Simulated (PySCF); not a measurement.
Runs of PySCF 2.14.0 on Cl2GaH. The cell holds a molecule in a box, 4 atoms: a = 12.000 Å, b = 13.000 Å, c = 11.000 Å, α = 90.00°, β = 90.00°, γ = 90.00°. 

```tsv
task	level	three-body dispersion term	conv_tol	grid for exchange and correlation	frozen core bands	exxdiv	gap on the mesh (eV)
atomic charges	SCAN+D3	no	1e-07 Ha	Becke, atom-centred	-	-	5.84
excitation energies (Tamm-Dancoff)	PBE0	-	1e-08 Ha	Becke, atom-centred	19	ewald	7.43
atomic charges	HSE06+D3(BJ)	no	1e-07 Ha	Becke, atom-centred	-	ewald	(a)
MP2 correlation energy	HF	-	1e-08 Ha	-	19	ewald	(b)
atomic charges	SVWN5	-	1e-07 Ha	Becke, atom-centred	-	-	5.10
```

Alike in all rows: potentials or basis def2-svp (all-electron); no spin polarisation; cell as given; k mesh 1 × 1 × 1; smearing fixed.

Q: Estimate the missing entries.

A: (a) 6.63; (b) 13.48.

Caveats: this is a molecule in a periodic box at the Γ point, so its band gap is the HOMO-LUMO gap; relativity is left out, which matters for the heavier elements; the basis of atomic orbitals isn't converged, which shifts pressures, moduli and gaps; the basis is small and the box finite, so much correlation energy is missing and levels can be off by tenths of an eV (some runs); the iterative solver can pass over a root and still report convergence (some runs); this program's HSE differs a little from the usual definition (some runs).

A k mesh can miss the band edges, and the runs leave out spin-orbit coupling on Ga.

Not every run made on this cell is shown here.
